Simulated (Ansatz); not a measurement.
## Be3N2 and its elements: a formation energy from the elements, step by step

Computed with Ansatz's Python interface.

Run as a notebook:

```python
from collections import Counter
from dataclasses import dataclass
import warnings

import ansatz
import numpy as np
```

```python
@dataclass(frozen=True)
class Options:
    scf_tol: float = 1e-10
    functional: str = "lda"
    cutoff_ev: int = 520
    kspacing: float = 0.14
    smearing: str = "fermi_dirac"
    sigma: float = 0.05
```

```python
opts = Options()
```

```python
PHASES = {
    "Be3N2": (
        [[1.419805, 0.819725, 4.866216], [-1.419805, 0.819725, 4.866216], [0.0, -1.63945, 4.866216]],
        [
            ("Be", [0.859001, 0.859001, 0.859001]),
            ("Be", [0.317695, 0.317695, 0.317695]),
            ("Be", [0.088807, 0.088807, 0.088807]),
            ("N", [0.204163, 0.204163, 0.204163]),
            ("N", [0.708435, 0.708435, 0.708435]),
        ],
    ),
    "Be": (
        [[2.2853, 0.0, 0.0], [-1.14265, 1.979128, 0.0], [0.0, 0.0, 3.5842]],
        [
            ("Be", [1 / 3, 2 / 3, 0.25]),
            ("Be", [2 / 3, 1 / 3, 0.75]),
        ],
    ),
    "N2": (
        [[9.0, 0.0, 0.0], [0.0, 9.5, 0.0], [0.0, 0.0, 10.0]],
        [
            ("N", [0.5, 0.5, 0.4445]),
            ("N", [0.5, 0.5, 0.5555]),
        ],
    ),
}


def build(vectors, sites):
    crystal = ansatz.Crystal(lattice=ansatz.Lattice.of(vectors))
    for symbol, position in sites:
        crystal = crystal.atom(symbol, position)
    return crystal
```

```python
GASES = {"N2"}
```

```python
def compute(name, crystal):
    calc = (
        crystal.calculation()
        .scf(tolerance=opts.scf_tol)
        .functional(opts.functional)
        .basis(opts.cutoff_ev)
        .kpoints(spacing=opts.kspacing)
        .occupations(opts.smearing, width=opts.sigma)
        .stress()
    )
    if name in GASES:
        return calc.kpoints(1, 1, 1).relax(force_tolerance=0.02, max_steps=40).run(threads=1)
    calc = calc.relax(force_tolerance=0.02, max_steps=40, cell=True)
    return calc.run(threads=1)
```

```python
def counts(outcome):
    return Counter(site.symbol for site in outcome.lattice.sites)
```

```python
def formation_energy(outcome, mu):
    n = counts(outcome)
    return (outcome.report["energy_sigma0_ev"] - sum(k * mu[element] for element, k in n.items())) / sum(n.values())
```

```python
def volume_per_atom(outcome):
    return abs(np.linalg.det(outcome.lattice.cell_ang)) / len(outcome.lattice.sites)

warnings.simplefilter("ignore", ansatz.DeckWarning)
```

```python
phases = {name: build(*cell) for name, cell in PHASES.items()}
```

```python
done = {}
for name, crystal in phases.items():
    done[name] = compute(name, crystal)
    print(f"{name}: {done[name].report['energy_sigma0_ev']:.4f} eV, {len(done[name].lattice.sites)} atoms")
```

    Be3N2: -1018.3168 eV, 5 atoms
    Be: -176.4717 eV, 2 atoms
    N2: -747.1658 eV, 2 atoms

```python
# energy of one atom in its reference phase
references = {"Be": "Be", "N": "N2"}
mu = {element: done[name].report["energy_sigma0_ev"] / len(done[name].lattice.sites) for element, name in references.items()}
```

```python
target = done["Be3N2"]
heat = formation_energy(target, mu)
n = counts(target)
print("cell content:", dict(n), " volume", round(volume_per_atom(target), 3), "A^3/atom")
print("formation energy", round(heat, 4), "eV/atom,", round(heat * sum(n.values()), 4), "eV per cell")
print("bound against the elements" if heat < 0 else "unbound against the elements")
# no correction for the overbinding of the gas molecule is applied
```

    cell content: {<Element.BE: 'Be'>: 3, <Element.N: 'N'>: 2}  volume 6.564 A^3/atom
    formation energy -1.2887 eV/atom, -6.4435 eV per cell
    bound against the elements

What to keep in mind:
- Total energies depend on the potentials; only differences at equal settings carry meaning.
- For the metals among these phases the mesh is modest: differences between phases can be off by up to 40 meV an atom.
- The cells come from databases of deposited and of computed structures, and not all need be stable phases.
- The compound is the structure given, not necessarily its lowest; energies are at zero temperature, with no correction for gases. A semilocal functional's error on such energies is often 0.05 to 0.1 eV an atom, and 0.1 to 0.3 eV against gases such as O2 or F2.
- The whole script took 71 s on 1 thread of AMD EPYC 9R45 96-Core Processor (Zen 5), on a shared host, peak memory 0.88 GiB.
